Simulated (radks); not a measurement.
**P⁺ in [Ne] 3s2 3p1.5 4s0.5: an all-electron calculation**

One table from this session's results is given with a row withheld; the runs are named, their logs left out.

The numbers are computed with radks (a radial shooting solver on a logarithmic mesh, Libxc functionals) version 1 (Dirac Kohn-Sham, BLYP, spin-unpolarised, spherical densities, point nucleus; open shells fill j = l - 1/2 first), except any that are marked as measured or tabulated.

## What is computed

* element: phosphorus (Z = 15)
* charge: +1
* electrons: 14
* configuration: [Ne] 3s2 3p1.5 4s0.5

The first run:

The run's settings:

```text
Z 15
configuration [Ne] 3s2 3p1.5 4s0.5 3d0 4p0 5s0 4f0
relativity Dirac
functional b88,lyp
spin unpolarised
j_filling energy
nucleus point
c 137.035999084
```

One table of the session follows, with a row left open; its other results are not shown here.

It belongs to the step «Orbitals and density». From the orbitals of this run (lengths in bohr):

```
level     <r>  outermost maximum (interpolated)  90 % within  nodes
1s1/2  0.1036                            0.0676        0.185      0
2s1/2  0.5198                             0.419        0.817      1
2p1/2  0.4834                             0.352        0.809      0
2p3/2  0.4856                             0.354        0.813      0
3s1/2   1.786                              1.52         2.69      2
3p1/2   2.074                              1.71         3.20      1
3p3/2   2.080                              1.71         3.21      1
4s1/2   4.947                              4.44         7.20      3
3d3/2   3.490                              2.61         5.74      0
3d5/2       ?                                 ?            ?      ?
4p1/2   6.034                              5.44         8.81      2
4p3/2   6.047                              5.46         8.83      2
```

**Question.** Estimate the row for 3d5/2.

As computed: <r>: 3.491; outermost maximum (interpolated): 2.61; 90 % within: 5.75; nodes: 0. In the column «<r>» it lies between 3d3/2 (3.490) and 4s1/2 (4.947).
